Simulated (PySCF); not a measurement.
# C2H10AsGa: the cost of one run

The runs use PySCF 2.14.0, with density-fitted response routines of our own; the level of theory stands in each step. All values are computed, except where a source is named. Atoms are numbered from 0 throughout.

## 1. Starting geometry

14 atoms, charge 0, multiplicity 1; geometry from: PBE0-D3(BJ)/def2-SVP.

Bonds of the start (Å): C0–C1 1.52, C1–As2 1.95, As2–Ga3 2.59, C0–H4 1.10, C0–H5 1.10, C0–H6 1.10, C1–H7 1.10, C1–H8 1.10, As2–H9 1.51, As2–H10 1.51, Ga3–H11 1.58, Ga3–H12 1.58, Ga3–H13 1.58.

## 2. Shielding tensors: HF/pcSseg-1

Job settings and geometry (Å):

```
{"job": {"kind": "nmr", "xc": "HF", "basis": "pcSseg-1", "pop": false}, "charge": 0, "multiplicity": 1}
C     -2.289818    -0.296909     0.380663
C     -0.955756     0.426526     0.392196
As     0.539623    -0.564480    -0.380773
Ga     2.858080     0.596968    -0.359842
H     -2.609709    -0.542648    -0.643575
H     -2.247105    -1.236762     0.952124
H     -3.075207     0.330047     0.831599
H     -0.636735     0.684373     1.414481
H     -0.997725     1.375011    -0.166391
H     -0.066236    -0.983724    -1.703667
H      0.374457    -1.893680     0.325631
H      2.946653     0.781802     1.207590
H      2.435332     1.847114    -1.230249
H      3.717015    -0.539228    -1.037630
```

Method: GIAO HF/pcSseg-1 NMR shielding, non-relativistic, gas phase.

On the command line:

```
OMP_NUM_THREADS=1 python probes_run.py task.json out
```

This one command runs all jobs of the session in turn.

**Question.** How long does this first job take on 1 thread of Arm Neoverse N1, shared host, and how much memory does it need?

About 22 s, with a peak of 0.88 GiB.
